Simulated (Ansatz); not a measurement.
**C₃H₉AlO: up Jacob's ladder to CCSD(T)**

How much do the methods differ for C₃H₉AlO? The plan is to run it at one geometry with functionals of several rungs and with coupled cluster, and see how far each lands from CCSD(T) at the basis-set limit for the atomisation energy.

Method: functionals in def2-TZVPP, the program's frozen cores in correlated methods; program: Ansatz 0.2.0, Gaussian basis.

The runs, in order: LDA (SPW92), PBE-D4, revPBE-D4, BLYP-D4, r2SCAN-D4, B97M-V, PBE0-D4, B3LYP-D4, r2SCANh-D4, r2SCAN0-D4, HSE06-D4, BHLYP-D4, CAM-B3LYP-D4, LC-ωPBE, ωB97X-V, ωB97M-V, B2PLYP, PBE-QIDH; CCSD(T)/def2-SVP; CCSD(T)/def2-TZVPP; MP2/def2-QZVPP; extrapolation to the limit; RPA on PBE.

### Step 1. The relaxed structure

The geometry comes from an earlier relaxation with PBE0-D4 in a triple-zeta def2 set; it is a stationary point, not always the lowest conformer.

SMILES `CO[CH2][AlH][CH3]`, 14 atoms, charge 0, spin multiplicity 1.

Atoms are counted from 1 here; the program's logs count them from 0.

Bond lengths: C1–O2 1.393 Å, C1–H6 1.091 Å, C1–H7 1.104 Å, C1–H8 1.100 Å, O2–C3 1.421 Å, C3–Al4 1.988 Å, C3–H9 1.099 Å, C3–H10 1.103 Å, Al4–C5 1.951 Å, Al4–H11 1.595 Å, C5–H12 1.094 Å, C5–H13 1.093 Å, C5–H14 1.096 Å. Angles: O2–C1–H6 108.1°, O2–C1–H7 111.8°, O2–C1–H8 111.7°, H6–C1–H7 108.5°, H6–C1–H8 108.9°, H7–C1–H8 107.8°, C1–O2–C3 111.8°, O2–C3–Al4 114.3°, O2–C3–H9 106.1°, O2–C3–H10 110.4°, Al4–C3–H9 107.6°, Al4–C3–H10 113.0°, H9–C3–H10 104.7°, C3–Al4–C5 121.3°, C3–Al4–H11 117.7°, C5–Al4–H11 120.9°, Al4–C5–H12 111.5°, Al4–C5–H13 112.2° and more.

### Step 2. LDA

This LDA is Slater exchange with PW92 correlation.

File in.yaml:

```yaml
crystal:
  periodic: [false, false, false]
  atoms:
    - {symbol: C, position_ang: [-1.843234, 0.228115, -0.531931]}
    - {symbol: O, position_ang: [-0.949820, -0.571764, -1.241171]}
    - {symbol: C, position_ang: [-0.221434, -1.439541, -0.382796]}
    - {symbol: Al, position_ang: [1.180594, -0.534742, 0.698188]}
    - {symbol: C, position_ang: [1.615490, 1.347663, 0.425466]}
    - {symbol: H, position_ang: [-2.341005, 0.890325, -1.241575]}
    - {symbol: H, position_ang: [-1.329033, 0.847998, 0.222783]}
    - {symbol: H, position_ang: [-2.603475, -0.373829, -0.011862]}
    - {symbol: H, position_ang: [0.281210, -2.164957, -1.037246]}
    - {symbol: H, position_ang: [-0.912898, -2.044767, 0.227846]}
    - {symbol: H, position_ang: [1.992143, -1.419710, 1.748632]}
    - {symbol: H, position_ang: [2.696357, 1.503489, 0.353335]}
    - {symbol: H, position_ang: [1.148615, 1.752176, -0.475875]}
    - {symbol: H, position_ang: [1.273492, 1.950443, 1.274808]}
basis:
  gaussian: {orbitals: def2-TZVPP}
hamiltonian: {xc: lda}
output: {orbitals: {seedname: orbitals}}
```

After this run come: PBE-D4 (GGA); revPBE-D4 (GGA); BLYP-D4 (GGA); r2SCAN-D4 (meta-GGA); B97M-V (meta-GGA); PBE0-D4 (hybrid); B3LYP-D4 (hybrid); r2SCANh-D4 (hybrid); r2SCAN0-D4 (hybrid); HSE06-D4 (hybrid); BHLYP-D4 (hybrid); CAM-B3LYP-D4 (range-separated); LC-ωPBE (range-separated); ωB97X-V (range-separated); ωB97M-V (range-separated); B2PLYP (double hybrid); PBE-QIDH (double hybrid); CCSD(T) in def2-SVP; CCSD(T) in def2-TZVPP; MP2 in def2-QZVPP; RPA on PBE orbitals.

Q: Predict the results of all the runs planned. Wanted: atomisation energy, CCSD(T)/CBS; farthest beyond LDA; mean size of error, GGA; mean size of error, meta-GGA; mean size of error, hybrid; mean size of error, range-separated; mean size of error, double hybrid; gap, smallest and largest; T1 diagnostic.

**Answer**, as computed:

| quantity | value |
| --- | --- |
| atomisation energy, CCSD(T)/CBS | 51.973 eV |
| functionals within 0.260 eV (0.5 %) | BLYP-D4, r2SCAN-D4, B97M-V, PBE0-D4, B3LYP-D4, r2SCANh-D4, HSE06-D4, CAM-B3LYP-D4, LC-ωPBE, ωB97X-V, ωB97M-V |
| farthest beyond LDA | BHLYP-D4 (-1.309 eV) |
| mean size of error, GGA | 0.457 eV |
| mean size of error, meta-GGA | 0.166 eV |
| mean size of error, hybrid | 0.338 eV |
| mean size of error, range-separated | 0.159 eV |
| mean size of error, double hybrid | 0.476 eV |
| gap, smallest and largest | 3.28 eV (LDA (SPW92)), 10.25 eV (LC-ωPBE) |
| T1 diagnostic | 0.0107 |
| triples share of the correlation energy | 3.6 % |

**Reading.** LDA overbinds by 7.033 eV (14 %). PBE-D4 is off by +0.734 eV. Double hybrids carry the basis error of their MP2 part in triple zeta, and no dispersion term here, so their miss is partly the set-up's. The rungs range-separated, meta-GGA miss on average by less than the doubt on the reference (0.260 eV), so they tie. Misses under about 0.260 eV are within the doubt on the reference itself, which lacks core-valence correlation, relativity and higher excitations. Hartree-Fock recovers 74 % of the binding; the rest is correlation. CCSD(T) in def2-SVP is off by -2.452 eV, so the small basis spoils what the method gains. Orbital gaps span 3.3 to 10.2 eV; exact exchange widens them.
